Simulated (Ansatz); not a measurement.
# F2H2SSi: the cost of one run

Method: PBE0-D4, def2-SVP first, then def2-TZVP; program: Ansatz 0.2.0, Gaussian basis.

90 further runs of the same task are left out: 90 set aside as unsound or not needed.

## (1) The starting structure

The guess: 6 atoms, charge 0, spin multiplicity 1.

Atoms are counted from 1 here; the program's logs count them from 0.

Bond lengths: Si1–F4 1.604 Å, Si1–F5 1.598 Å, S2–H6 1.328 Å. Angles: F4–Si1–F5 97.6°.

Coordinates:

```
Si   -0.45910    0.90320   -0.24960
S     0.60250   -1.39110   -0.28110
H     1.06710    0.16720   -1.03680
F    -0.59470    0.98540    1.34610
F    -1.96290    0.46490   -0.56610
H     1.34710   -1.12960    0.78750
```

Distances that are to change: S2–H3 1.79 Å, Si1–S2 2.53 Å, Si1–H3 1.87 Å.

## (2) Relaxing the guess with the reacting distances held

Contents of hold/in.yaml:

```yaml
crystal:
  periodic: [false, false, false]
  atoms:
    - {symbol: Si, position_ang: [-0.459100, 0.903200, -0.249600]}
    - {symbol: S, position_ang: [0.602500, -1.391100, -0.281100]}
    - {symbol: H, position_ang: [1.067100, 0.167200, -1.036800]}
    - {symbol: F, position_ang: [-0.594700, 0.985400, 1.346100]}
    - {symbol: F, position_ang: [-1.962900, 0.464900, -0.566100]}
    - {symbol: H, position_ang: [1.347100, -1.129600, 0.787500]}
basis:
  gaussian: {orbitals: def2-SVP}
hamiltonian: {xc: pbe0, dispersion: d4}
relax: {f_tol: 0.08, max_steps: 120, escape_saddle: false, constraints: [{distance: [1, 2]}, {distance: [0, 1]}, {distance: [0, 2]}]}
```

Launch:

```bash
ansatz run in.yaml --threads 2 --pin off --events-out ev --progress --plain --max-ram 4352MiB
```

**Question.** How long does this run take on 2 threads of Intel Xeon 6975P-C, shared host?

About 7 s.
